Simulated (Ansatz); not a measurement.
Write the native input for Ansatz 0.2.0 that does the following.

| Quantity | Value |
| --- | --- |
| Task | single point |
| Functional | PBE |
| Potentials or basis | Ansatz PAW |
| Cutoff | 420 eV (not typed: the program's choice for these potentials) |
| k mesh | 7 × 7 × 7 |
| Occupations | fermi-dirac, width 0.05 eV |
| Spin | no spin polarisation |

The system is GaGe3.

```
CELL_PARAMETERS angstrom
0.00000 3.38717 3.38717
3.38717 0.00000 3.38717
3.38717 3.38717 0.00000
ATOMIC_POSITIONS crystal
Ge 0.50000 0.50000 0.50000
Ge 0.75000 0.75000 0.75000
Ge 0.25000 0.25000 0.25000
Ga 0.00000 0.00000 0.00000
```

The cell comes from a database or a generator and needn't be the stable form of this composition.

One way to write it, as run:

input.yaml

```yaml
crystal:
  lattice:
    - [0.0, 3.387167, 3.387167]
    - [3.387167, 0.0, 3.387167]
    - [3.387167, 3.387167, 0.0]
  atoms:
    - { symbol: Ge, position: [0.5, 0.5, 0.5] }
    - { symbol: Ge, position: [0.75, 0.75, 0.75] }
    - { symbol: Ge, position: [0.25, 0.25, 0.25] }
    - { symbol: Ga, position: [0.0, 0.0, 0.0] }
hamiltonian:
  xc: pbe
  pseudopotentials: { kind: paw }
kpoints:
  mp_grid: { grid: [7, 7, 7] }
scf:
  occupations: { method: fermi_dirac, width: 0.05 }
output:
  forces: true
  stress: true
  eigenvalues: true
  write_density: true
  write_potential: true
  elf: true
  volumetric_format: npy
```

Potentials or basis: Ansatz PAW.

Run with:

```console
$ ansatz run input.yaml --threads 2 --pin off --max-ram 5120MiB --backend cpu --events-out ev --progress --plain --runs-dir out
```

Results of the run:

```json
{"Pressure": "-0.5 GPa", "Band gap on the k mesh": "none (metal or under the smearing width)"}
```

It took 3 s on 2 threads of Arm Neoverse V1, with other jobs on the host, peak memory 0.36 GiB.
